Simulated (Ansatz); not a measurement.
# O4Os: the cost of one run

Computed with Ansatz 0.2.0, Gaussian basis. Level: the settings change from run to run.

## 1. The molecule

The geometry comes from an earlier relaxation with PBE0-D4 in a triple-zeta def2 set; it is a stationary point. Os takes a core potential in def2 sets; no spin-orbit term is included.

5 atoms, charge 0, spin multiplicity 1.

Atoms are counted from 1 here; the program's logs count them from 0.

Bond lengths: O1–Os2 1.691 Å, Os2–O3 1.691 Å, Os2–O4 1.691 Å, Os2–O5 1.691 Å. Angles: O1–Os2–O3 109.5°, O1–Os2–O4 109.5°, O1–Os2–O5 109.5°, O3–Os2–O4 109.5°, O3–Os2–O5 109.5°, O4–Os2–O5 109.5°.

## 2. PBE-QIDH/def2-mTZVP

Set apart from the defaults: atoms shaken by 0.15 Å, high accuracy.

in.yaml reads:

```yaml
crystal:
  periodic: [false, false, false]
  atoms:
    - {symbol: O, position_ang: [-0.727249, -0.107669, 1.420013]}
    - {symbol: Os, position_ang: [-0.080369, -0.006932, 0.088663]}
    - {symbol: O, position_ang: [1.388913, -0.810333, 0.195074]}
    - {symbol: O, position_ang: [-1.045609, -0.797488, -1.236319]}
    - {symbol: O, position_ang: [0.273684, 1.790105, -0.427529]}
basis:
  gaussian: {orbitals: def2-mTZVP}
hamiltonian: {xc: {name: PBE-QIDH}}
accuracy: high
output: {forces: true}
```

Command:

```bash
$ ansatz run in.yaml --threads 2 --pin off --events-out ev --progress --plain --max-ram 22528MiB --backend cpu
```

**Question.** How long does this run take on 2 threads of AMD EPYC 7R13, shared host, and how much memory does it need?

About 27 s, with a peak of 0.7 GiB.
